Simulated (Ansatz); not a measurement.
**C2H5BBrF: up Jacob's ladder to CCSD(T)**

How much do the methods differ for C2H5BBrF? The plan is to run it at one geometry with functionals of several rungs and with coupled cluster. The yardstick is the atomisation energy at the CCSD(T) limit.

The runs use Ansatz 0.2.0, Gaussian basis; functionals in def2-TZVPP, the program's frozen cores in correlated methods.

Levels to be run: PBE-D4, r2SCAN-D4, PBE0-D4, B3LYP-D4, ωB97X-V, ωB97M-V, B2PLYP; CCSD(T)/def2-TZVPP; MP2/def2-QZVPP; extrapolation to the limit.

## (1) The geometry

The geometry comes from an earlier relaxation with PBE0-D4 in a triple-zeta def2 set; it is a stationary point, not always the lowest conformer.

SMILES `CB(Br)CF`, 10 atoms, charge 0, spin multiplicity 1.

Atoms are counted from 1 here; the program's logs count them from 0.

Bond lengths: C1–B2 1.546 Å, C1–H6 1.089 Å, C1–H7 1.099 Å, C1–H8 1.094 Å, B2–Br3 1.925 Å, B2–C4 1.566 Å, C4–F5 1.389 Å, C4–H9 1.098 Å, C4–H10 1.098 Å. Angles: B2–C1–H6 114.8°, B2–C1–H7 107.6°, B2–C1–H8 110.4°, H6–C1–H7 108.3°, H6–C1–H8 110.2°, H7–C1–H8 104.9°, C1–B2–Br3 121.6°, C1–B2–C4 123.8°, Br3–B2–C4 114.6°, B2–C4–F5 112.8°, B2–C4–H9 110.7°, B2–C4–H10 110.4°, F5–C4–H9 108.2°, F5–C4–H10 108.2°, H9–C4–H10 106.2°.

Geometry (Å):

```
C     0.71474   -0.45315    1.12698
B     0.39130   -0.15033   -0.35377
Br    1.59115   -0.65580   -1.77152
C    -0.92292    0.55429   -0.83207
F    -1.76613    0.89227    0.21866
H     1.73513   -0.78429    1.31342
H     0.02831   -1.24306    1.46148
H     0.47644    0.41119    1.75456
H    -1.47883   -0.09155   -1.52410
H    -0.68609    1.46933   -1.39075
```

## (2) PBE-D4 (GGA)

The input, in.yaml:

```yaml
crystal:
  periodic: [false, false, false]
  atoms:
    - {symbol: C, position_ang: [0.714741, -0.453149, 1.126979]}
    - {symbol: B, position_ang: [0.391302, -0.150327, -0.353767]}
    - {symbol: Br, position_ang: [1.591150, -0.655805, -1.771522]}
    - {symbol: C, position_ang: [-0.922922, 0.554288, -0.832068]}
    - {symbol: F, position_ang: [-1.766127, 0.892273, 0.218663]}
    - {symbol: H, position_ang: [1.735129, -0.784287, 1.313419]}
    - {symbol: H, position_ang: [0.028306, -1.243061, 1.461485]}
    - {symbol: H, position_ang: [0.476440, 0.411187, 1.754558]}
    - {symbol: H, position_ang: [-1.478829, -0.091545, -1.524102]}
    - {symbol: H, position_ang: [-0.686090, 1.469326, -1.390746]}
basis:
  gaussian: {orbitals: def2-TZVPP}
hamiltonian: {xc: pbe, dispersion: d4}
output: {forces: true, orbitals: {seedname: orbitals}}
```

Launch:

```
$ ansatz run in.yaml --threads 4 --pin off --events-out ev --progress --plain --max-ram 10444MiB
```

The runs that follow: r2SCAN-D4 (meta-GGA); PBE0-D4 (hybrid); B3LYP-D4 (hybrid); ωB97X-V (range-separated); ωB97M-V (range-separated); B2PLYP (double hybrid); CCSD(T) in def2-TZVPP; MP2 in def2-QZVPP.

**Question.** What will the summary of the whole plan be? Wanted: atomisation energy, CCSD(T)/CBS; farthest; mean size of error, hybrid; mean size of error, range-separated; gap, smallest and largest; T1 diagnostic; triples share of the correlation energy.

The runs gave:

```
                               quantity                                                   value
        atomisation energy, CCSD(T)/CBS                                           3772.0 kJ/mol
 functionals within 37.7 kJ/mol (1.0 %)  r2SCAN-D4, PBE0-D4, B3LYP-D4, ωB97X-V, ωB97M-V, B2PLYP
                               farthest                                   PBE-D4 (+98.0 kJ/mol)
             mean size of error, hybrid                                             20.1 kJ/mol
    mean size of error, range-separated                                             11.8 kJ/mol
              gap, smallest and largest                    4.66 eV (PBE-D4), 11.57 eV (ωB97X-V)
                          T1 diagnostic                                                  0.0102
triples share of the correlation energy                                                   3.4 %
```

PBE-D4 is off by +98.0 kJ/mol. Double hybrids carry the basis error of their MP2 part in triple zeta, and no dispersion term here, so their miss is partly the set-up's. The reference freezes the cores and leaves out relativity and excitations past (T), and its outer-core shells are covered unevenly, so misses under about 37.7 kJ/mol can't be ranked. All levels share the lack of spin-orbit coupling, which lowers the free heavy atoms and so the true binding. Hartree-Fock recovers 76 % of the binding; the rest is correlation. Orbital gaps span 4.7 to 11.6 eV; exact exchange widens them. Correlated methods include outer-core shells of Br, which these sets cover unevenly.
